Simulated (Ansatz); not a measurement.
# GeHO (quartet): from Hartree-Fock to the top rungs at angle O2–Ge1–H3 = 103.5°, cc-pVDZ

Aim: climb from Hartree-Fock through coupled cluster and multireference methods for GeHO (quartet) at one geometry and basis, and see what each rung misses.

Program: Ansatz 0.2.0, Gaussian basis. Level of theory: cc-pVDZ, core rule «outside noble gas», up to 15 orbitals frozen. These are calculated values, not measurements.

The runs, in order: UHF; CCSD(T) on ROHF; CCSD(T) on UHF; BCCD(T) on ROHF; CISD; CCSDT(Q) on ROHF; CCSDT(Q) on UHF; CASSCF and MRCISD+Q, 5 electrons in 5 orbitals; CASSCF and NEVPT2, 5 electrons in 5 orbitals.

30 further runs of the same task are left out: 15 for a known fault of the program, 12 that didn't finish, 3 set aside as unsound or not needed.

### Step 1. The geometry

The geometry derives from a PBE0/def2-TZVP stationary point (not a proven minimum). One angle is set to the value named; bond lengths are kept. No spin-orbit coupling is included. The filled d shell of Ge may be among the frozen orbitals whatever the setting's name suggests; the logs give the count.

3 atoms, charge 0, spin multiplicity 4.

Atoms are counted from 1 here; the program's logs count them from 0.

Bond lengths: Ge1–O2 1.855 Å, Ge1–H3 1.563 Å. Angles: O2–Ge1–H3 103.5°.

Geometry (Å):

```xyz
3

Ge    0.00000   -0.06993    0.31987
O     0.00000    0.23120   -1.51062
H     0.00000    1.37015    0.92646
```

### Step 2. UHF

Contents of in.yaml:

```yaml
crystal:
  periodic: [false, false, false]
  atoms:
    - {symbol: Ge, position_ang: [0.000000, -0.069934, 0.319867]}
    - {symbol: O, position_ang: [0.000000, 0.231195, -1.510615]}
    - {symbol: H, position_ang: [0.000000, 1.370151, 0.926464]}
basis:
  gaussian: {orbitals: cc-pVDZ}
magnetization: {spin_polarized: true, initial_magnetization: 3}
hamiltonian: {xc: hf}
output: {orbitals: {seedname: orbitals}}
```

Run with:

```bash
> ansatz run in.yaml --threads 1 --pin off --events-out ev --progress --plain --max-ram 2393MiB
```

Further steps of the session: CCSD(T) on ROHF; CCSD(T) on UHF; BCCD(T) on ROHF; CISD; CCSDT(Q) on ROHF; CCSDT(Q) on UHF; CASSCF and MRCISD+Q, 5 electrons in 5 orbitals; CASSCF and NEVPT2, 5 electrons in 5 orbitals.

**Question.** What will the summary of the whole plan be? Wanted: UCCSDT(Q) below the RHF energy; RMP2 from UCCSDT(Q); UMP2 from UCCSDT(Q); RCCSD from UCCSDT(Q); RCCSD(T) from UCCSDT(Q); UCCSD(T) from UCCSDT(Q); RCCSDT(Q) from UCCSDT(Q); NEVPT2 pair from UCCSDT(Q); MRCISD+Q pair from UCCSDT(Q).

As calculated:

```
                         quantity                      value
   UCCSDT(Q) below the RHF energy                 -6.5566 eV
              RMP2 from UCCSDT(Q)                 +940.0 meV
              UMP2 from UCCSDT(Q)                 +924.2 meV
             RCCSD from UCCSDT(Q)                 +206.2 meV
          RCCSD(T) from UCCSDT(Q)                  +55.7 meV
          UCCSD(T) from UCCSDT(Q)                  +45.9 meV
         RCCSDT(Q) from UCCSDT(Q)                  +12.8 meV
       NEVPT2 pair from UCCSDT(Q)                 +920.3 meV
     MRCISD+Q pair from UCCSDT(Q)                  +87.0 meV
levels within 1 kcal/mol (43 meV)  RCCSDT, UCCSDT, RCCSDT(Q)
                    T1 diagnostic                      0.036
```

In words: RCCSD(T) lands +55.7 meV from the yardstick (0.8 % of the correlation energy). Of the multireference levels listed MRCISD+Q pair comes nearest in total energy (+87.0 meV), which doesn't show that its space is the better one. These misses are within one basis, not against nature; the frozen cores of restricted and unrestricted runs differ, which can shift their rows.
